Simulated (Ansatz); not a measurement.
# Al: a trigonal deformation path

One table from this session's results is given with a row withheld; the runs are named, their logs left out.

Method: DFT PBEsol, scalar-relativistic, plane waves, PAW, in Ansatz 0.2.0.

## The system as given

The structure is cubic, space group Im-3m (No. 229). The conventional cell has a = 3.182 Å, b = 3.182 Å, c = 3.182 Å, α = 90.00°, β = 90.00°, γ = 90.00°. Around Al (site symmetry m-3m) lie 8 Al at 2.76 Å.

Coordinates:

```cif
data_structure
_symmetry_space_group_name_H-M 'Im-3m'
_symmetry_Int_Tables_number 229
_cell_length_a 3.1824
_cell_length_b 3.1824
_cell_length_c 3.1824
_cell_angle_alpha 90.000
_cell_angle_beta 90.000
_cell_angle_gamma 90.000
_cell_volume 32.23
loop_
_atom_site_label
_atom_site_type_symbol
_atom_site_symmetry_multiplicity
_atom_site_Wyckoff_symbol
_atom_site_fract_x
_atom_site_fract_y
_atom_site_fract_z
_atom_site_occupancy
Al1 Al 2 a 0.00000 0.00000 0.00000 1
```

It goes back to an entry of the Materials Project, which need not be the stable form.

The cell is taken as given, not relaxed at this level.

## The reference cell

Reference values: F = -524.4497 eV; pressure 2.21 GPa; largest force 0.000 eV/Å; gap on the mesh none (metal). It was computed beforehand with the settings of the runs below.

The first run:

At fixed volume and fractional coordinates, lengths along (0.577, 0.577, 0.577) are scaled against those across it; ρ is that ratio over its starting value.

Contents of input.yaml:

```yaml
crystal:
  lattice:
    - [-2.3389449096, 1.6706749354, 1.6706749354]
    - [1.6706749354, -2.3389449096, 1.6706749354]
    - [1.6706749354, 1.6706749354, -2.3389449096]
  atoms:
    - { symbol: Al, position: [0.0, 0.0, 0.0] }
basis:
  ecutwfc: 420
kpoints:
  mp_grid: { grid: [24, 24, 24] }
hamiltonian:
  xc: pbesol
scf:
  occupations: { method: gaussian, width: 0.15 }
output:
  forces: true
  stress: true
  eigenvalues: true
```

The run is started by

```
$ ansatz run input.yaml --threads 1 --pin off --max-ram 2560MiB --backend cpu --events-out ev --progress --plain --runs-dir out
```

Among the steps run: ρ = 0.500; At ρ = 2.000; At ρ = 0.710; ρ = 1.410; At ρ = 0.600; Point ρ = 0.850; ρ = 1.200; ρ = 1.700; Point ρ = 0.930; At ρ = 1.080.

One of the session's tables, all rows but one given; the rest of the session is left out.

It belongs to the step «The scan collected». Collected from the runs (energy zero: the undisturbed cell):

```
    ρ  ΔE (meV/atom)  pressure (GPa)
0.500         5541.0           102.6
0.600         2207.3            54.4
0.710          742.1            23.1
0.850          119.3             6.0
0.930              ?               ?
1.000            0.0             2.2
1.080           17.6             2.8
1.200           88.7             5.7
1.410          248.4            11.5
1.700          411.7            16.8
2.000          478.0            18.8
```

Estimate the missing values for ρ = 0.930.

Worked estimate for «ΔE (meV/atom)». A straight line through the neighbours (0.850, 119.3) and (1.000, 0.0) gives 119.3 + (0.0 − 119.3) × (0.930 − 0.850) / (1.000 − 0.850) = 55.7; a parabola fitted to 4 rows on both sides gives -8.3.

**Answer.** ΔE (meV/atom): 19.7; pressure (GPa): 2.9. In «ΔE (meV/atom)» the line misses by +36.0 and the parabola by -28.0.
